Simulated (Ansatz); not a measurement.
**CH8Al2Si: a ladder of functionals and wavefunction methods**

One table from this session's results is given with a row withheld; the runs are named, their logs left out.

Method: functionals in def2-TZVPP, the program's frozen cores in correlated methods; program: Ansatz 0.2.0, Gaussian basis.

Plan: PBE-D4, r2SCAN-D4, PBE0-D4, B3LYP-D4, ωB97X-V, ωB97M-V, B2PLYP; CCSD(T)/def2-TZVPP; MP2/def2-QZVPP; extrapolation to the limit.

## The geometry

The geometry comes from an earlier relaxation with PBE0-D4 in a triple-zeta def2 set; it is a stationary point, not always the lowest conformer.

SMILES `[CH3][AlH][SiH2][AlH2]`, 12 atoms, charge 0, spin multiplicity 1.

Atoms are counted from 1 here; the program's logs count them from 0.

Bond lengths: C1–Al2 1.953 Å, C1–H5 1.092 Å, C1–H6 1.095 Å, C1–H7 1.096 Å, Al2–Si3 2.448 Å, Al2–H8 1.593 Å, Si3–Al4 2.438 Å, Si3–H9 1.494 Å, Si3–H10 1.496 Å, Al4–H11 1.591 Å, Al4–H12 1.590 Å. Angles: Al2–C1–H5 113.5°, Al2–C1–H6 110.5°, Al2–C1–H7 110.2°, H5–C1–H6 108.1°, H5–C1–H7 108.0°, H6–C1–H7 106.2°, C1–Al2–Si3 121.2°, C1–Al2–H8 119.5°, Si3–Al2–H8 119.2°, Al2–Si3–Al4 111.0°, Al2–Si3–H9 110.5°, Al2–Si3–H10 109.0°, Al4–Si3–H9 109.9°, Al4–Si3–H10 108.6°, H9–Si3–H10 107.8°, Si3–Al4–H11 120.0°, Si3–Al4–H12 121.1°, H11–Al4–H12 118.8°.

Set-up of the first run:

The input, in.yaml:

```yaml
crystal:
  periodic: [false, false, false]
  atoms:
    - {symbol: C, position_ang: [-1.361372, 1.930437, -0.665622]}
    - {symbol: Al, position_ang: [-0.848827, 0.730387, 0.787073]}
    - {symbol: Si, position_ang: [1.302129, -0.438971, 0.769317]}
    - {symbol: Al, position_ang: [1.144443, -2.536036, -0.464076]}
    - {symbol: H, position_ang: [-0.579384, 2.064516, -1.415634]}
    - {symbol: H, position_ang: [-1.627474, 2.917566, -0.272281]}
    - {symbol: H, position_ang: [-2.256031, 1.550860, -1.172312]}
    - {symbol: H, position_ang: [-1.879910, 0.442101, 1.966826]}
    - {symbol: H, position_ang: [1.765254, -0.704325, 2.165036]}
    - {symbol: H, position_ang: [2.323301, 0.430012, 0.105651]}
    - {symbol: H, position_ang: [1.279111, -2.539196, -2.049000]}
    - {symbol: H, position_ang: [0.815862, -3.902554, 0.278921]}
basis:
  gaussian: {orbitals: def2-TZVPP}
hamiltonian: {xc: pbe, dispersion: d4}
output: {forces: true, orbitals: {seedname: orbitals}}
```

Run with:

```console
ansatz run in.yaml --threads 4 --pin off --events-out ev --progress --plain --max-ram 10444MiB
```

Steps of the session up to this table: PBE-D4 (GGA); r2SCAN-D4 (meta-GGA); PBE0-D4 (hybrid); B3LYP-D4 (hybrid); ωB97X-V (range-separated); ωB97M-V (range-separated); B2PLYP (double hybrid); CCSD(T) in def2-TZVPP; MP2 in def2-QZVPP.

One of the session's tables, all rows but one given; the rest of the session is left out.

```
            method  atomisation energy (kJ/mol)
            PBE-D4                       3476.0
         r2SCAN-D4                       3512.6
           PBE0-D4                       3470.0
          B3LYP-D4                       3491.9
           ωB97X-V                            ?
           ωB97M-V                       3496.2
            B2PLYP                       3444.4
     HF/def2-TZVPP                       2678.9
    MP2/def2-TZVPP                       3397.2
   CCSD/def2-TZVPP                       3392.4
CCSD(T)/def2-TZVPP                       3424.4
           MP2/CBS                       3479.3
       CCSD(T)/CBS                       3506.5
```

Estimate the missing values for ωB97X-V.

The run gave: atomisation energy (kJ/mol): 3525.3. In the column «atomisation energy (kJ/mol)» it is the highest.

Among the levels timed on like hardware and quicker than the yardstick, those that no quicker one beats, quickest first: PBE-D4 (2.2 s, -30.6 kJ/mol); B3LYP-D4 (4.3 s, -14.6 kJ/mol); r2SCAN-D4 (4.4 s, +6.0 kJ/mol).

B2PLYP carry no dispersion term (for B3LYP, D4 adds 36.5 kJ/mol).

Caveats from the session: Free atoms (1 C, 2 Al, 1 Si, 8 H) were run apart at each level; the atomisation energy is their sum less the molecule, without zero-point or spin-orbit terms.
